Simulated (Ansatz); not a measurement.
# TiHO+ (triplet): the correlation ladder, def2-TZVPP

The task here is to estimate one member of a computed series from the others.

The runs use Ansatz 0.2.0, Gaussian basis; def2-TZVPP, core rule «outside noble gas», up to 10 orbitals frozen.

Plan: UHF; ROHF; CCSD(T) on UHF.

## The system

The geometry is a PBE0/def2-TZVP stationary point (not a proven minimum) of the parent state, kept for this charge and spin.

3 atoms, charge 1, spin multiplicity 3.

Atoms are counted from 1 here; the program's logs count them from 0.

Bond lengths: Ti1–O2 2.213 Å, O2–H3 0.979 Å. Angles: Ti1–O2–H3 135.0°.

Geometry (Å):

```xyz
3

Ti    0.0000    0.1516   -1.7151
O     0.0000    0.2538    0.4955
H     0.0000   -0.4054    1.2195
```

The first run:

in.yaml reads:

```yaml
crystal:
  periodic: [false, false, false]
  atoms:
    - {symbol: Ti, position_ang: [0.000000, 0.151588, -1.715051]}
    - {symbol: O, position_ang: [0.000000, 0.253835, 0.495508]}
    - {symbol: H, position_ang: [0.000000, -0.405423, 1.219543]}
basis:
  gaussian: {orbitals: def2-TZVPP}
total_charge: 1
magnetization: {spin_polarized: true, initial_magnetization: 2}
hamiltonian: {xc: hf}
output: {orbitals: {seedname: orbitals}}
```

On the command line:

```console
$ ansatz run in.yaml --threads 1 --pin off --events-out ev --progress --plain --max-ram 4096MiB --backend cpu
```

Steps of the session up to this table: UHF; ROHF; CCSD(T) on UHF.

One of the session's tables, all rows but one given; the rest of the session is left out.

It belongs to the step «Misses and costs». 

| method | from UCCSD(T) (meV) |
| --- | --- |
| ROHF | +8401.6 |
| UHF | +8271.5 |
| UMP2 | ? |
| UCCSD | +357.4 |
| UCCSD(T) | 0 |

Estimate the missing values for UMP2.

As computed: from UCCSD(T) (meV): +413.5. In the column «from UCCSD(T) (meV)» it lies between UCCSD (+357.4) and UHF (+8271.5).

Caveats from the session: Warnings: coupled cluster took another determinant than the lowest.
